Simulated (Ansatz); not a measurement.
Consider a scan of the energy under strain of Ir, space group P6_3/mmc (Ansatz 0.2.0, Python API).

`strain.py`:
```python
# -*- coding: utf-8 -*-
"""Energy of Ir under biaxial strain, ions carried with the cell."""

import ansatz as az
import numpy as np

VECTORS = np.array([
    [2.75138, 0.0, 0.0],
    [-1.37569, 2.38276, 0.0],
    [0.0, 0.0, 4.46229],
])
SITES = [
    ("Ir", (2 / 3, 1 / 3, 0.75)),
    ("Ir", (1 / 3, 2 / 3, 0.25)),
]


def crystal_on(cell):
    crystal = az.Crystal(lattice=az.Lattice.of(cell))
    for symbol, position in SITES:
        crystal = crystal.atom(symbol, position)
    return crystal


def main():
    # clamped ions: the fractional positions stay as typed
    values = np.linspace(-0.03, 0.03, 5)
    energies = []
    for d in values:
        strain = np.diag([d, d, 0])
        cell = VECTORS @ (np.eye(3) + strain)
        calculation = (
            crystal_on(cell).calculation()
            .scf(tolerance=1e-08, self_checks="high")
            .occupations("fermi_dirac", width=0.05)
            .functional("lda")
            .basis(520)
            .kpoints(14, 14, 8)
        )
        data = calculation.run(threads=1, pin="off").report
        energies.append(data["free_energy_ev"] / len(SITES))
        print(f"d = {d:+.4f}  F = {energies[-1]:.5f} eV/atom")
    energies = np.array(energies)

    for value, e in zip(values, energies):
        print(f"strain {value:7.3f}   E - Emin = {1000 * (e - energies.min()):9.3f} meV/atom")
    np.savetxt("strain.csv", np.column_stack([values, energies]), fmt="%.6f", delimiter=",", header="strain,energy_eV_per_atom")
    curvature = 2 * np.polyfit(values, energies, 3)[1]
    volume = abs(np.linalg.det(VECTORS)) / len(SITES)
    print(f"d2E/dd2 over the volume: {curvature / volume * 160.21766:.1f} GPa")


if __name__ == "__main__":
    main()
```

How much energy does this biaxial strain cost, and what curvature follows?

Against the unstrained cell the energy per atom changes by -29.43 meV at one end of the scan and +149.90 meV at the other, and its second derivative over the volume is 1467.7 GPa.

The run itself:

`python strain.py` gives:
```text
DeckWarning: crystal.lattice misses the space group found at crystal.symmetry.tolerance 1.0e-5 in a digit that the deck types, which is why this is a warning: making the lattice exact moves one of [...]
d = -0.0300  F = -11663.30508 eV/atom
d = -0.0150  F = -11663.30823 eV/atom
d = +0.0000  F = -11663.27565 eV/atom
d = +0.0150  F = -11663.21315 eV/atom
DeckWarning: crystal.lattice, of which some number shows no typed digit to judge by, misses the space group found at crystal.symmetry.tolerance 1.0e-5 by more than rounding, which is why this is a [...]
d = +0.0300  F = -11663.12575 eV/atom
strain  -0.030   E - Emin =     3.159 meV/atom
strain  -0.015   E - Emin =     0.000 meV/atom
strain   0.000   E - Emin =    32.587 meV/atom
strain   0.015   E - Emin =    95.082 meV/atom
strain   0.030   E - Emin =   182.486 meV/atom
d2E/dd2 over the volume: 1467.7 GPa
```
(Warnings from the package without file and line, shortened, repeats left out.)

It writes `strain.csv`:
```csv
# strain,energy_eV_per_atom
-0.030000,-11663.305075
-0.015000,-11663.308234
0.000000,-11663.275648
0.015000,-11663.213153
0.030000,-11663.125748
```

Notes:
- The settings weren't tested for convergence.
- The curvature belongs to this strain pattern and to the cell's stress; it equals a single elastic constant only for simple patterns.
- In a metal a curvature from energy changes of a few meV or less hangs on mesh and smearing, in size and even in sign.
- Spin-orbit coupling, which matters for elements this heavy, is left out.
- This isn't the structure that Ir takes at ambient conditions.
- The ions keep their fractional positions (clamped ions).
- Run time: 18 s on 1 thread of Intel(R) Xeon(R) Processor @ 2.30GHz, with other jobs on the host, peak memory 0.57 GiB.
